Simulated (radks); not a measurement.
**Excited configurations of O⁺**

One table from this session's results is given with a row withheld; the runs are named, their logs left out.

Program: radks (a radial shooting solver on a logarithmic mesh, Libxc functionals) version 1. Level of theory: scalar-relativistic Kohn-Sham, PBE, spin-polarised, spherical densities, finite nucleus; open shells are filled with parallel spins first. These are calculated values, not measurements, unless marked.

## The system

- element: oxygen (Z = 8)
- charge: +1
- electrons: 7
- configuration: [He] 2s2 2p3
- nuclear rms radius: 2.6991 fm

The outer shells:

O⁺
```
[He] core
2s [↑↓]
2p [↑ ][↑ ][↑ ]
```

Set-up of the first run:

The run's settings:

```text
Z 8
configuration [He] 2s2 2p3
relativity scalar-relativistic
functional pbe,pbe
spin polarised
nucleus finite rms 2.6991 fm
c 137.035999084
```

Command:

```console
python run_ks.py task.json out
```

All runs below come from this command, one after another.

Among the steps run: Ground configuration: [He] 2s2 2p3.

One table of the session follows, with a row left open; its other results are not shown here.

It belongs to the step «Ground configuration: [He] 2s2 2p3». From the orbitals of this run (lengths in bohr):

```
  level     <r>  outermost maximum (interpolated)  90 % within
  1s up  0.1998                             0.129        0.358
1s down  0.1991                             0.129        0.357
  2s up   1.073                             0.849         1.70
2s down   1.112                             0.864         1.78
  2p up   1.085                             0.774         1.84
2p down       ?                                 ?            ?
```

**Question.** Estimate the row for 2p down.

As computed: <r>: 1.168; outermost maximum (interpolated): 0.801; 90 % within: 2.01. In the column «<r>» it is the highest.

Caveats from the session: Open shells are spherical and high-spin; term and fine-structure splittings are not resolved.
